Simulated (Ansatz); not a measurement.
# Te2Mo: the cost of one run

Method: DFT LDA, scalar-relativistic, plane waves, PAW, in Ansatz 0.2.0.

### 1 The structure to begin with

Symmetry: P-3m1, No. 164, trigonal system. The conventional cell has a = 3.561 Å, b = 3.561 Å, c = 38.990 Å, α = 90.00°, β = 90.00°, γ = 120.00°. Te (site symmetry 3m) is surrounded by 3 Mo at 2.73 Å. Mo (site symmetry 3m) has 6 Te at 2.73 Å as nearest neighbours.

Coordinates:

```cif
data_structure
_symmetry_space_group_name_H-M 'P 1'
_symmetry_Int_Tables_number 1
_cell_length_a 3.5614
_cell_length_b 3.5614
_cell_length_c 38.9903
_cell_angle_alpha 90.000
_cell_angle_beta 90.000
_cell_angle_gamma 120.000
_cell_volume 428.28
loop_
_atom_site_label
_atom_site_type_symbol
_atom_site_fract_x
_atom_site_fract_y
_atom_site_fract_z
_atom_site_occupancy
Te1 Te 0.33333 0.66667 0.85992 1
Te2 Te 0.33333 0.66667 0.23637 1
Te3 Te 0.66667 0.33333 0.67178 1
Te4 Te 0.66667 0.33333 0.04818 1
Te5 Te 0.66667 0.33333 0.76363 1
Te6 Te 0.66667 0.33333 0.14008 1
Te7 Te 0.33333 0.66667 0.95182 1
Te8 Te 0.33333 0.66667 0.32822 1
Mo1 Mo 0.33333 0.66667 0.71766 1
Mo2 Mo 0.33333 0.66667 0.09414 1
Mo3 Mo 0.66667 0.33333 0.90586 1
Mo4 Mo 0.66667 0.33333 0.28234 1
```

The structure comes from the Materials Project (structure only).

(A quick probe on a coarse mesh, which set the mesh and smearing, is not shown.)

### 3 The relaxation

input.yaml reads:

```yaml
crystal:
  lattice:
    - [3.5613831954, 0.0, 0.0]
    - [-1.7806915977, 3.0842483198, 0.0]
    - [0.0, 0.0, 38.99026814]
  atoms:
    - { symbol: Te, position: [0.33333333, 0.66666667, 0.85991908] }
    - { symbol: Te, position: [0.33333333, 0.66666667, 0.23636933] }
    - { symbol: Te, position: [0.66666667, 0.33333333, 0.67177683] }
    - { symbol: Te, position: [0.66666667, 0.33333333, 0.04818191] }
    - { symbol: Te, position: [0.66666667, 0.33333333, 0.76363067] }
    - { symbol: Te, position: [0.66666667, 0.33333333, 0.14008092] }
    - { symbol: Te, position: [0.33333333, 0.66666667, 0.95181809] }
    - { symbol: Te, position: [0.33333333, 0.66666667, 0.32822317] }
    - { symbol: Mo, position: [0.33333333, 0.66666667, 0.717662] }
    - { symbol: Mo, position: [0.33333333, 0.66666667, 0.09414116] }
    - { symbol: Mo, position: [0.66666667, 0.33333333, 0.90585884] }
    - { symbol: Mo, position: [0.66666667, 0.33333333, 0.282338] }
basis:
  ecutwfc: 420
kpoints:
  mp_grid: { grid: [12, 12, 1] }
hamiltonian:
  xc: lda
scf:
  occupations: { method: gaussian, width: 0.02 }
output:
  forces: true
  stress: true
  eigenvalues: true
relax:
  adjacent_minimum: "off"
  f_tol: 0.005
  max_steps: 80
  cell: { stress_tol: 0.05 }
```

On the command line:

```
ansatz run input.yaml --threads 2 --pin off --max-ram 5120MiB --backend cpu --events-out ev --progress --plain --runs-dir out
```

Q: Estimate wall time and peak memory on 2 threads of Intel Xeon 6975P-C (Granite Rapids), shared host.

About 2.3 min, with a peak of 1.2 GiB.
